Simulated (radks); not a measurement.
# Zr in [Ar] 3d10 4s2 4p5.75 4d2 5s2 5p0.25: an all-electron calculation

The task here is to estimate one member of a computed series from the others.

The numbers are computed with radks (a radial shooting solver on a logarithmic mesh, Libxc functionals) version 1 (Dirac Kohn-Sham, BLYP, spin-unpolarised, spherical densities, finite nucleus; open shells are shared between the two j in proportion to 2j + 1), except any that are marked as measured or tabulated.

## The atom as given

* element: zirconium (Z = 40)
* charge: 0
* electrons: 40
* configuration: [Ar] 3d10 4s2 4p5.75 4d2 5s2 5p0.25
* nuclear rms radius: 4.2694 fm

The first run:

Settings of this run:

```text
Z 40
configuration [Ar] 3d10 4s2 4p5.75 4d2 5s2 5p0.25 6s0 4f0 5d0 6p0
relativity Dirac
functional b88,lyp
spin unpolarised
j_filling average
nucleus finite rms 4.2694 fm
c 137.035999084
```

One of the session's tables, all rows but one given; the rest of the session is left out.

It belongs to the step «Shells». Radial moments (bohr):

```
level      <r>  outermost maximum (interpolated)  90 % within  nodes
1s1/2  0.03706                            0.0241       0.0664      0
2s1/2        ?                                 ?            ?      ?
2p1/2   0.1386                             0.107        0.227      0
2p3/2   0.1430                             0.111        0.233      0
3s1/2   0.4584                             0.408        0.679      2
3p1/2   0.4550                             0.396        0.690      1
3p3/2   0.4655                             0.405        0.705      1
3d3/2   0.4505                             0.346        0.725      0
3d5/2   0.4541                             0.348        0.730      0
4s1/2    1.208                              1.08         1.76      3
4p1/2    1.341                              1.16         2.00      2
4p3/2    1.372                              1.18         2.04      2
5s1/2    3.639                              3.07         5.42      4
4d3/2    2.184                              1.57         3.58      1
4d5/2    2.210                              1.58         3.63      1
5p1/2    4.997                              3.98         7.68      3
5p3/2    5.139                              4.09         7.91      3
```

**Question.** Estimate the row for 2s1/2.

The run gave: <r>: 0.1623; outermost maximum (interpolated): 0.137; 90 % within: 0.251; nodes: 1. In the column «<r>» it lies between 2p3/2 (0.1430) and 3d3/2 (0.4505).
